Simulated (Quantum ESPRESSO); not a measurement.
Runs of Quantum ESPRESSO 7.5 on MgI2. The structure is trigonal, space group P-3m1 (No. 164). The conventional cell has a = 4.140 Å, b = 4.140 Å, c = 6.880 Å, α = 90.00°, β = 90.00°, γ = 120.00°. Around I (site symmetry 3m) lie 3 Mg at 2.94 Å. Mg (site symmetry -3m) has 6 I at 2.94 Å as nearest neighbours. 

```csv
task,level,potentials or basis,k mesh,cutoff (eV),SCF threshold,form of the LDA correlation,symmetry,mesh quality,gap on the mesh (eV),pressure (GPa),V0 of scaled cells (Å³/atom),B0 (GPa),largest force (eV/Å)
band structure,PBEsol,GBRV 1.5 PBEsol,8 × 8 × 4,612,6e-10 Ry,-,-,not flagged,3.43,(c),-,-,0.29
band structure,LDA,GBRV 1.5 LDA,8 × 8 × 4,612,6e-10 Ry,PZ81,-,not flagged,(b),-2.0,-,-,(a)
equation of state,r2SCAN,SG15 PBE 1.2,4 × 4 × 2,1020,1e-08 Ry,-,off,coarse,-,-,33.88,33,-
equation of state,PBEsol,GBRV 1.5 PBEsol,8 × 8 × 4,612,6e-10 Ry,-,-,not flagged,-,-,33.13,32,-
```

Alike in all rows: no spin polarisation; cell as given; smearing fermi-dirac 0.05 eV.

Question: Estimate the missing entries.

Answer: (a) 0.37; (b) 3.32; (c) -0.8.

Caveats: some runs use coarse meshes; the cell's inner coordinates are idealised or old, which leaves forces on the atoms; spin-orbit coupling is left out, which moves the levels of the heavy elements (some runs); this functional lacks dispersion, which binds the layers, so the pressure and a relaxed spacing across them are unreliable (some runs); the cell was scaled at fixed shape and fractional positions, which overstates the stiffness of a crystal with free parameters, most of all of layers and chains (some runs); the potentials were made for another functional, which shifts forces and pressure (some runs).

A k mesh can miss the band edges, and the runs leave out spin-orbit coupling on I.
